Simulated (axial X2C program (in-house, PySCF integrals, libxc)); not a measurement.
# Linear FGaF⁻ at several levels

One table from this session's results is given with a row withheld; the runs are named, their logs left out.

Method: all-electron X2C, two-component (2c) or spin-free, F dyall-av3z, Ga dyall-v3z; program: an in-house X2C program for linear molecules on PySCF integrals.

All values are calculated.

2 further runs of the same task are left out: 2 set aside as unsound or not needed.

The first run:

Contents of task.json:

```json
{"zs": [9, 31, 9], "q": -1, "bas": ["dyall-av3z", "dyall-v3z", "dyall-av3z"], "r0": [1.88, 1.88], "symm": 1, "scan": ["PBE0", "HF", "r2SCAN"], "levels": ["PBE0", "HF", "PBE"], "nst": 2}
```

Keys: zs atomic numbers; q charge; bas basis sets; r0 starting distance in Å; symm equal bonds; scan levels of the two-bond scan (MP2 follows by itself at each HF point); levels methods; nst determinants followed.

The run is started by

```bash
$ python solin.py task.json out
```

Masses F 18.998, Ga 68.926, F 18.998 u.

Steps of the session up to this table: Scan at PBE0, 2c; Scan at HF, 2c; Scan at r2SCAN, 2c.

One of the session's tables, all rows but one given; the rest of the session is left out.

| level | r(F–Ga) (Å) | r(Ga–F) (Å) | lower stretch (cm⁻¹) | upper stretch (cm⁻¹) |
| --- | --- | --- | --- | --- |
| PBE0, 2c | 2.015 | 2.015 | 310.0 | 318.2 |
| HF, 2c | 2.011 | 2.011 | 269.4 | 301.0 |
| r2SCAN, 2c | 2.005 | 2.005 | 319.4 | 325.4 |
| MP2, 2c | ? | ? | ? | ? |
| PBE0, spin-free | 2.015 | 2.015 | 310.2 | 318.0 |
| HF, spin-free | 2.011 | 2.011 | 269.7 | 300.8 |
| r2SCAN, spin-free | 2.004 | 2.004 | 319.7 | 325.2 |
| MP2, spin-free | 2.007 | 2.007 | 320.3 | 322.5 |

Q: Estimate the row for MP2, 2c from the others.

The run gave: r(F–Ga) (Å): 2.008; r(Ga–F) (Å): 2.008; lower stretch (cm⁻¹): 320.1; upper stretch (cm⁻¹): 322.6. In the column «r(F–Ga) (Å)» it lies between MP2, spin-free (2.007) and HF, 2c (2.011).

Scans not shown above were run alike.

Caveats from the session: For an anion the highest level of a functional can be positive, and the basis then holds the extra electron. The molecule was held linear; bending was not examined, so a bent shape may lie lower.
